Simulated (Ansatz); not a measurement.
**GaH− (quartet): wave-function methods side by side at distance Ga1–H2 = 1.454 Å, aug-cc-pVDZ**

How much of the correlation energy of GaH− (quartet) does each wave-function method recover here?

Method: aug-cc-pVDZ, core rule «outside noble gas», up to 14 orbitals frozen; program: Ansatz 0.2.0, Gaussian basis.

The runs, in order: UHF; CCSD(T) on ROHF; CCSD(T) on UHF; BCCD(T) on ROHF; CISD as a restricted active space (open shells left free, so some higher excitations enter); CCSDT(Q) on ROHF; CCSDT(Q) on UHF; CASSCF and MRCISD+Q, 5 electrons in 5 orbitals; CASSCF and NEVPT2, 5 electrons in 5 orbitals; Full CI.

16 further runs of the same task are left out: 1 for a known fault of the program, 12 that didn't finish, 3 set aside as unsound or not needed. Runs told in other sessions of the task aren't counted.

## 1. The system

The geometry derives from a PBE0/def2-TZVPD stationary point (not a proven minimum). One bond is set to the value named and the two fragments are kept rigid. No spin-orbit coupling is included. The filled d shell of Ga may be among the frozen orbitals whatever the setting's name suggests.

2 atoms, charge -1, spin multiplicity 4.

Atoms are counted from 1 here; the program's logs count them from 0.

Bond lengths: Ga1–H2 1.454 Å.

## 2. UHF

Contents of in.yaml:

```yaml
crystal:
  periodic: [false, false, false]
  atoms:
    - {symbol: Ga, position_ang: [0.000000, 0.000000, 0.000000]}
    - {symbol: H, position_ang: [0.000000, 0.000000, 1.454000]}
basis:
  gaussian: {orbitals: aug-cc-pVDZ}
total_charge: -1
magnetization: {spin_polarized: true, initial_magnetization: 3}
hamiltonian: {xc: hf}
output: {orbitals: {seedname: orbitals}}
```

Launch:

```bash
$ ansatz run in.yaml --threads 1 --pin off --events-out ev --progress --plain --max-ram 2393MiB
```

After this run come: CCSD(T) on ROHF; CCSD(T) on UHF; BCCD(T) on ROHF; CISD as a restricted active space (open shells left free, so some higher excitations enter); CCSDT(Q) on ROHF; CCSDT(Q) on UHF; CASSCF and MRCISD+Q, 5 electrons in 5 orbitals; CASSCF and NEVPT2, 5 electrons in 5 orbitals; Full CI.

**Question.** What will the summary of the whole plan be? Wanted: FCI from the RHF energy; RMP2 from FCI; UMP2 from FCI; RCCSD from FCI; RCCSD(T) from FCI; UCCSD(T) from FCI; RCCSDT(Q) from FCI; UCCSDT(Q) from FCI; NEVPT2 valence from FCI.

As calculated:

| quantity | value |
| --- | --- |
| FCI from the ROHF energy | -1.7177 eV |
| RMP2 from FCI | +474.7 meV |
| UMP2 from FCI | +454.6 meV |
| RCCSD from FCI | +61.0 meV |
| RCCSD(T) from FCI | +16.0 meV |
| UCCSD(T) from FCI | -1.1 meV |
| RCCSDT(Q) from FCI | -1.4 meV |
| UCCSDT(Q) from FCI | -18.6 meV |
| NEVPT2 valence from FCI | +470.3 meV |
| MRCISD+Q valence from FCI | +0.4 meV |
| levels within 1 kcal/mol (43 meV) | UCCSD, RCCSD(T), UCCSD(T), BCCD(T), RCCSDT, UCCSDT, RCCSDT(Q), UCCSDT(Q), MRCISD+Q valence |
| T1 diagnostic | 0.026 |
| effectively unpaired electrons | 3.02 |

In words: RCCSD(T) misses by +16.0 meV, 0.9 % of the correlation energy. UCCSDT, UCCSDT(Q) fall below full CI: unrestricted runs freeze a spin-polarised core, another one than full CI's, and coupled cluster isn't variational. One determinant dominates. Of the multireference levels listed MRCISD+Q valence comes nearest in total energy (+0.4 meV), which doesn't show that its space is the better one. These misses are within one basis, not against nature; the frozen cores of restricted and unrestricted runs differ, which can shift their rows.

Levels on UHF freeze UHF's core orbitals, full CI those of ROHF, so the U rows can settle a little off it for that reason alone.
